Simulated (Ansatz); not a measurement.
**C₂H₄BN (SMILES CB=C=N): molecular dynamics**

The task is to watch the atoms for 40 steps of 0.75 fs, started with velocities for 300 K and run with a Langevin thermostat.

Program: Ansatz 0.2.0, Gaussian basis. Level of theory: r2SCAN-D4/6-31G. These are calculated values, not measurements.

3 further runs of the same task are left out: 3 that didn't finish.

### Step 1. Where the work starts

SMILES `CB=C=N`, 8 atoms, charge 0, spin multiplicity 1.

Atoms are counted from 1 here; the program's logs count them from 0.

Bond lengths: C1–B2 1.543 Å, C1–H5 1.090 Å, C1–H6 1.091 Å, C1–H7 1.092 Å, B2–C3 1.380 Å, C3–N4 1.239 Å, N4–H8 1.024 Å. Angles: B2–C1–H5 114.0°, B2–C1–H6 113.5°, B2–C1–H7 107.7°, H5–C1–H6 108.0°, H5–C1–H7 106.4°, H6–C1–H7 106.7°, C1–B2–C3 167.4°, B2–C3–N4 178.9°, C3–N4–H8 118.3°.

As a file:

```
C     0.7279    1.1607    0.6420
B    -0.0361    0.0288   -0.0769
C    -0.5468   -1.1635   -0.5488
N    -1.0216   -2.2213   -0.9859
H     0.7504    2.1005    0.0905
H     1.7536    0.8971    0.9023
H     0.2095    1.3666    1.5808
H    -1.8369   -2.1689   -1.6040
```

### Step 2. The run

md/in.yaml reads:

```yaml
crystal:
  periodic: [false, false, false]
  atoms:
    - {symbol: C, position_ang: [0.727860, 1.160750, 0.641980]}
    - {symbol: B, position_ang: [-0.036100, 0.028750, -0.076910]}
    - {symbol: C, position_ang: [-0.546840, -1.163490, -0.548780]}
    - {symbol: N, position_ang: [-1.021590, -2.221310, -0.985850]}
    - {symbol: H, position_ang: [0.750390, 2.100480, 0.090530]}
    - {symbol: H, position_ang: [1.753600, 0.897140, 0.902260]}
    - {symbol: H, position_ang: [0.209540, 1.366600, 1.580770]}
    - {symbol: H, position_ang: [-1.836860, -2.168930, -1.604000]}
basis:
  gaussian: {orbitals: 6-31G}
hamiltonian: {xc: r2scan, dispersion: d4}
md: {n_steps: 40, timestep: 0.75, temperature: 300, ensemble: nvt_langevin, seed: 618, friction: 0.002, initial_velocities: maxwell_boltzmann}
```

Command:

```
$ ansatz run in.yaml --threads 2 --pin off --events-out ev --progress --plain --max-ram 3481MiB
```

**Question.** What will these runs give? Wanted: temperature at the start; mean temperature, second half; lowest and highest potential energy, from the first frame; largest change of potential + kinetic.

**Answer**, as computed:

| quantity | value |
| --- | --- |
| length | 40 steps, 30.0 fs |
| temperature at the start | 262 K |
| mean temperature, second half | 164 K |
| lowest and highest potential energy, from the first frame | 0 and 176 meV |
| largest change of potential + kinetic | 25.5 meV |

In words: The thermostat trades energy with the molecule, so the sum of potential and kinetic energy isn't conserved: it changes by +17 meV over the run. The mean temperature of the second half is still well below the 300 K set. The instant temperature ranges from 104 to 262 K, as energy passes between motion and strain. No bond breaks or forms, judged by distance. Under Langevin the temperature counts 3N degrees of freedom, more than the drawn velocities fill, so it starts at 262 K, not 300 K.
